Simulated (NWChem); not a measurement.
**One shape, several levels: triplet C2H4GaN**

We compute a comparison of 5 runs (UHF/def2-SVP, UB3LYP/def2-SVP, UM06-2X/def2-SVP, UPBE0/def2-SVP, UMP2/def2-SVP) of triplet C2H4GaN. 

The calculation is run with NWChem 7.3.0.

2 further runs of the same task are left out: 2 that didn't finish. Runs told in other sessions of the task aren't counted.

## 1. The structure to begin with

The species is C2H4GaN (8 atoms), meant as a triplet with charge 0. SMILES of the parent species: `N=C=[CH][GaH2]`. The coordinates come from a PBE0-D4/def2-TZVP relaxation. That shape belongs to the parent species and isn't relaxed for this state.

Bond lengths: N1–C2 1.214 Å, C2–C3 1.309 Å, C3–Ga4 1.931 Å, N1–H5 1.014 Å, C3–H6 1.084 Å, Ga4–H7 1.565 Å, Ga4–H8 1.565 Å. Angles: N1–C2–C3 173.8°, C2–C3–Ga4 119.1°, C2–N1–H5 119.2°, C2–C3–H6 118.2°, Ga4–C3–H6 122.7°, C3–Ga4–H7 118.3°, C3–Ga4–H8 118.1°, H7–Ga4–H8 123.7°.

## 2. The energy at UHF/def2-SVP (run 1)

a.xyz reads:

```xyz
8

N      0.336900     2.061700    -0.854600
C      0.365600     1.114900    -0.096000
C      0.472300     0.025700     0.622800
Ga    -0.381300    -1.593600     0.007200
H     -0.411400     2.740600    -0.770200
H      1.040500     0.073900     1.545200
H     -0.231900    -2.886400     0.876300
H     -1.190600    -1.536800    -1.330700
```

run.py reads:

```python
from ase.io import read
from ase.calculators.nwchem import NWChem

mol = read('a.xyz')

calc = NWChem(
    label='a',
    theory='scf',
    memory='2200 mb',
    basis='def2-SVP',
    basispar='spherical bse',
    scf={'nopen': '2', 'uhf': None, 'thresh': '1e-08', 'maxiter': '80'},
    task='energy',
)
mol.calc = calc

e = mol.get_potential_energy()
print(f"E = {e:.6f} eV")
```

Command:

```
export ASE_NWCHEM_COMMAND="nwchem PREFIX.nwi > PREFIX.nwo"
python run.py
```

The log of the run:

```text
E = -55925.225109 eV
```

The calculator wrote a.nwi:

```
title "a"

permanent_dir a

scratch_dir a

start a

geometry units angstrom nocenter noautosym noautoz
  N  3.3689999999999998e-01 2.0617000000000001e+00 -8.5460000000000003e-01
  C  3.6559999999999998e-01 1.1149000000000000e+00 -9.6000000000000002e-02
  C  4.7230000000000000e-01 2.5700000000000001e-02 6.2280000000000002e-01
  Ga -3.8129999999999997e-01 -1.5935999999999999e+00 7.1999999999999998e-03
  H  -4.1139999999999999e-01 2.7406000000000001e+00 -7.7020000000000000e-01
  H  1.0405000000000000e+00 7.3899999999999993e-02 1.5451999999999999e+00
  H  -2.3190000000000000e-01 -2.8864000000000001e+00 8.7629999999999997e-01
  H  -1.1906000000000001e+00 -1.5367999999999999e+00 -1.3307000000000000e+00
end

memory 2200 mb

basis spherical bse noprint
   * library def2-SVP
end

scf
  nopen 2
  uhf
  thresh 1e-08
  maxiter 80
end

task scf energy
```

a.nwo, shortened:

```text
[...]
      One electron energy =  -3274.153229333526
[... 1 line left out ...]
 Nuclear repulsion energy =    206.759100978204
[... 50 lines left out ...]
          Final beta eigenvalues
[... 281 lines left out ...]
                     UHF Final Beta Molecular Orbital Analysis
[...]
```

Wall time 42 s (1 thread of Intel Xeon 6975P-C (Granite Rapids), shared host); peak memory 0.096 GiB.

## 3. A single-point energy at UB3LYP/def2-SVP (run 2)

sp.nw reads:

```
echo
start sp
memory 2200 mb
charge 0

geometry noautosym nocenter noautoz
   N      0.336900     2.061700    -0.854600
   C      0.365600     1.114900    -0.096000
   C      0.472300     0.025700     0.622800
   Ga    -0.381300    -1.593600     0.007200
   H     -0.411400     2.740600    -0.770200
   H      1.040500     0.073900     1.545200
   H     -0.231900    -2.886400     0.876300
   H     -1.190600    -1.536800    -1.330700
end

basis spherical bse
   * library def2-SVP
end

dft
   xc b3lyp
   mult 3
   grid fine
   convergence energy 1e-08
   maxiter 100
   mulliken
   print medium
end

task dft energy
```

Command:

```
nwchem sp.nw > sp.out
```

The log of the run:

```text
[...]
          Wavefunction type:  spin polarized.
          No. of atoms     :     8
          No. of electrons :    54
[...]
          Charge           :     0
          Spin multiplicity:     3
[...]
          AO basis - number of functions:    94
[...]
              XC Information
              --------------
                         B3LYP Method XC Potential
                     Hartree-Fock (Exact) Exchange  0.200
                        Slater Exchange Functional  0.800 local
                    Becke 1988 Exchange Functional  0.720 non-local
              Lee-Yang-Parr Correlation Functional  0.810
                  VWN I RPA Correlation Functional  0.190 local
[...]
 d= 0,ls=0.0,diis     1  -2057.6510949663 -2.26D+03  1.16D-02  1.29D-01     3.3
[...]
 d= 0,ls=0.0,diis    14  -2057.7291234061 -3.85D-09  1.44D-06  2.80D-10    30.5
[...]
         Total DFT energy =    -2057.729123406082
      One electron energy =    -3273.376106478662
           Coulomb energy =     1103.137067912639
    Exchange-Corr. energy =      -94.249185818262
 Nuclear repulsion energy =      206.759100978204
[...]
      Total Density - Mulliken Population Analysis
     ---------------------------------------------
    Atom       Charge   Shell Charges
 -----------   ------   -------------------------------------------------------
    1 N    7     6.93   1.99  1.03  0.33  2.39  1.17  0.03
    2 C    6     5.94   1.99  0.96  0.12  2.05  0.77  0.06
    3 C    6     6.23   1.99  0.95  0.40  2.02  0.84  0.03
    4 Ga  31    30.97   2.00  2.00  1.99  1.05  0.17  6.00  5.98  1.03  0.71  8.02  1.84  0.19
    5 H    1     0.85   0.70  0.10  0.05
    6 H    1     0.90   0.72  0.15  0.03
    7 H    1     1.09   0.70  0.39  0.01
    8 H    1     1.10   0.70  0.39  0.01
[...]
      <S2> =      2.0053 (Exact =     2.0000)
[...]
```

Wall time 32 s (1 thread of Intel Xeon 6975P-C (Granite Rapids), shared host); peak memory 0.12 GiB.

Runs 3 to 4 aren't shown in full; the table further down has their settings and results.

## 4. The energy at UMP2/def2-SVP (run 5)

c2h4gan.nw reads:

```
start c2h4gan
title "C2H4GaN"
memory stack 880 mb heap 220 mb global 1100 mb

geometry units au noautosym nocenter noautoz
N    0.63664873   3.89604835  -1.61495995
C    0.69088387   2.10685566  -0.18141371
C    0.89251765   0.04856596   1.17692143
Ga  -0.72055257  -3.01146755   0.01360603
H   -0.77743333   5.17898342  -1.45546706
H    1.96626003   0.13965076   2.92000481
H   -0.43822749  -5.45450549   1.65596700
H   -2.24990792  -2.90413111  -2.51465855
end

basis spherical bse
* library def2-SVP
end

scf
triplet
uhf
thresh 1e-08
maxiter 80
print medium
end

mp2
freeze core 12
tight
end

task mp2 energy
```

Command:

```
nwchem c2h4gan.nw > c2h4gan.out
```

The log of the run:

```text
[...]
  functions       =    94
[...]
  wavefunction    = UHF
[...]
         Total SCF energy =  -2055.214132054455
      One electron energy =  -3274.153199715032
      Two electron energy =   1012.179981527548
 Nuclear repulsion energy =    206.759086133029
                       Sz =      1.0000
                 Sz(Sz+1) =      2.0000
                      S^2 =      2.0177
[...]
          Total MP2 energy         -2055.826938712416
[...]
```

It took 47 s on 1 thread of Intel Xeon 6975P-C (Granite Rapids), shared host; peak memory 0.27 GiB.

## 5. All runs side by side

```tsv
run	level	iteration cap	module	energy (Eh)	dipole moment (D) of the reference	HOMO energy (eV)	⟨S²⟩	wall time
1	UHF/def2-SVP	80	scf	-2055.214132	3.54	-5.06	2.018	42 s
2	UB3LYP/def2-SVP	100	dft	-2057.729123	4.33	-3.18	2.005	32 s
3	UM06-2X/def2-SVP	100	dft	-2057.597798	4.87	-4.10	2.009	37 s
4	UPBE0/def2-SVP	100	dft	-2057.263987	4.35	-3.39	2.007	30 s
5	UMP2/def2-SVP	80	mp2	-2055.826939	–	-5.06	2.018	47 s
```

## 6. What came out

```
                                                         quantity           value
                                              run 5: total energy  -2055.82694 Eh
run 5: HOMO energy (Hartree–Fock orbitals) (highest over α and β)        -5.06 eV
 run 5: LUMO energy (Hartree–Fock orbitals) (lowest over α and β)        -0.75 eV
              run 5: correlation energy (12 core orbitals frozen)      -612.8 mEh
                         run 5: ⟨S²⟩ of the reference determinant           2.018
```

What this shows: Over runs 1, 2, 3, 4 the dipole moment (its size) runs from 3.54 D (UHF/def2-SVP) to 4.87 D (UM06-2X/def2-SVP). Totals of different functionals can't be ranked against each other. All runs together took 3.1 min, the longest 47 s.
